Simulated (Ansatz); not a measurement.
**TiTe2: an axial (c/a) deformation path**

The task here is to estimate one member of a computed series from the others.

Program: Ansatz 0.2.0. Level of theory: DFT PBE, scalar-relativistic, plane waves, PAW. These are calculated values, not measurements.

### The starting structure

The structure is trigonal, space group P-3m1 (No. 164). Conventional cell: a = 3.777 Å, b = 3.777 Å, c = 6.498 Å, α = 90.00°, β = 90.00°, γ = 120.00°. Around Ti (site symmetry -3m) lie 6 Te at 2.77 Å. Around Te (site symmetry 3m) lie 3 Ti at 2.77 Å.

As a file:

```
CELL_PARAMETERS angstrom
3.77700 0.00000 0.00000
-1.88850 3.27098 0.00000
0.00000 0.00000 6.49800
ATOMIC_POSITIONS crystal
Ti 0.00000 0.00000 0.00000
Te 0.66667 0.33333 0.26280
Te 0.33333 0.66667 0.73720
```

No relaxation comes first: the listed cell is the starting point.

### Zero of energy

The reference gives a free energy of -16461.6782 eV, pressure 0.92 GPa, largest force 0.028 eV/Å and gap on the mesh none (metal). It was computed beforehand with the settings of the runs below.

The first run:

At fixed volume and fractional coordinates, lengths along (0.000, 0.000, 1.000) are scaled against those across it; ρ is that ratio over its starting value.

input.yaml

```yaml
crystal:
  lattice:
    - [3.9872559211, 0.0, 0.0]
    - [-1.9936279606, 3.4530649191, 0.0]
    - [0.0, 0.0, 5.8307666015]
  atoms:
    - { symbol: Ti, position: [0.0, 0.0, 0.0] }
    - { symbol: Te, position: [0.6666666667, 0.3333333333, 0.2628] }
    - { symbol: Te, position: [0.3333333333, 0.6666666667, 0.7372] }
basis:
  ecutwfc: 420
kpoints:
  mp_grid: { grid: [18, 18, 8] }
hamiltonian:
  xc: pbe
scf:
  occupations: { method: gaussian, width: 0.15 }
output:
  forces: true
  stress: true
  eigenvalues: true
```

On the command line:

```sh
ansatz run input.yaml --threads 1 --pin off --max-ram 2560MiB --backend cpu --events-out ev --progress --plain --runs-dir out
```

Among the steps run: ρ = 0.850; Point ρ = 1.200; Point ρ = 0.920; ρ = 1.100; ρ = 0.960; ρ = 1.050; ρ = 0.800; At ρ = 1.300.

One table of the session follows, with a row left open; its other results are not shown here.

Collected from the runs (energy zero: the undisturbed cell):

| ρ | ΔE (meV/atom) | pressure (GPa) |
| --- | --- | --- |
| 0.800 | 143.6 | 2.2 |
| 0.850 | 82.2 | 1.8 |
| 0.920 | 26.0 | 1.3 |
| 0.960 | 8.6 | 1.1 |
| 1.000 | 0.0 | 0.9 |
| 1.050 | 1.0 | 0.7 |
| 1.100 | ? | ? |
| 1.200 | 71.1 | 0.0 |
| 1.300 | 161.0 | -0.6 |

Estimate the missing values for ρ = 1.100.

Worked estimate for «ΔE (meV/atom)». A straight line through the neighbours (1.050, 1.0) and (1.200, 71.1) gives 1.0 + (71.1 − 1.0) × (1.100 − 1.050) / (1.200 − 1.050) = 24.4; a parabola fitted to 4 rows on both sides gives 15.8.

The run gave: ΔE (meV/atom): 13.7; pressure (GPa): 0.5. In «ΔE (meV/atom)» the line misses by +10.7 and the parabola by +2.1.

Limits of these values: Layers here are held mostly by dispersion, which this level lacks, so their spacing and the stiffness across them are unreliable there.
